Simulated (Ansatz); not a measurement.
Consider the interaction energy of a dimer with the counterpoise correction of BClH4Si, SMILES [SiH3]BCl (Ansatz 0.2.0, Python API).

The script, `bclh4si.py`:
```python
"""Interaction energy of two BClH4Si molecules, with the counterpoise correction."""

import ansatz as az

config = {
    "basis": "cc-pVDZ",
    "xc": "pbe",
}

FIRST = [
    ("Si", (-0.6132, 0.4766, -0.2724)),
    ("B", (0.8607, -0.5712, 0.5298)),
    ("Cl", (1.5559, -1.8603, -0.3251)),
    ("H", (-1.7986, -0.3457, -0.5523)),
    ("H", (-0.2382, 1.0891, -1.5541)),
    ("H", (-1.0813, 1.578, 0.577)),
    ("H", (1.3146, -0.3666, 1.5971)),
]
SECOND = [
    ("Si", (3.5326, -4.5961, -2.7125)),
    ("B", (2.1032, -5.9489, -2.9131)),
    ("Cl", (0.8946, -5.7469, -4.0855)),
    ("H", (3.0062, -3.2734, -2.3475)),
    ("H", (4.298, -4.3954, -3.9504)),
    ("H", (4.52, -4.933, -1.6804)),
    ("H", (2.017, -6.9239, -2.2581)),
]

def energy(atoms, ghosts=()):
    molecule = az.Crystal.molecule()
    for symbol, xyz in atoms:
        molecule = molecule.atom(symbol, xyz)
    calc = (
        molecule.calculation()
        .basis(gaussian=config["basis"])
        .functional(config["xc"])
    )
    deck = calc.input()
    if ghosts:
        deck = deck.set(az.key.basis.gaussian.ghost_atoms, [{"symbol": s, "position_ang": list(xyz)} for s, xyz in ghosts])
    return az.Session.from_dict(deck).plan().execute().report["free_energy_ev"]

# ghost atoms carry the functions of the partner
both = energy(FIRST + SECOND)
alone = energy(FIRST) + energy(SECOND)
ghosted = energy(FIRST, SECOND) + energy(SECOND, FIRST)
print(f"dimer {both:.6f} eV")
print(f"interaction, uncorrected   {23.060548 * (both - alone):8.3f} kcal/mol")
print(f"interaction, counterpoise  {23.060548 * (both - ghosted):8.3f} kcal/mol")
print(f"basis-set superposition    {23.060548 * (alone - ghosted):8.3f} kcal/mol")
```

How large is the interaction at this pose, and how much of it is basis-set superposition?

Uncorrected it is -0.002 kcal/mol, with the counterpoise correction 0.224 kcal/mol; the difference, 0.23 kcal/mol, is the superposition error. The sign changes with the correction, so this basis doesn't settle it.

What the script printed:

```console
$ python bclh4si.py
dimer -42262.191063 eV
interaction, uncorrected     -0.002 kcal/mol
interaction, counterpoise     0.224 kcal/mol
basis-set superposition       0.227 kcal/mol
```

What to keep in mind:
- Total energies depend on the basis set; only differences at equal settings carry meaning.
- The dimer is a generated trial pose of unrelaxed monomers, not a minimum, so the figure is no binding energy, and the basis set is small.
- This level lacks the dispersion part of the attraction (electrostatics and induction are there), which can decide the sign where the interaction is weak.
- Run time: 14 s on 1 thread of Arm Neoverse V2, on a shared host, peak memory 0.26 GiB.

(Lines on the test bed's own set-up are left out of the output.)
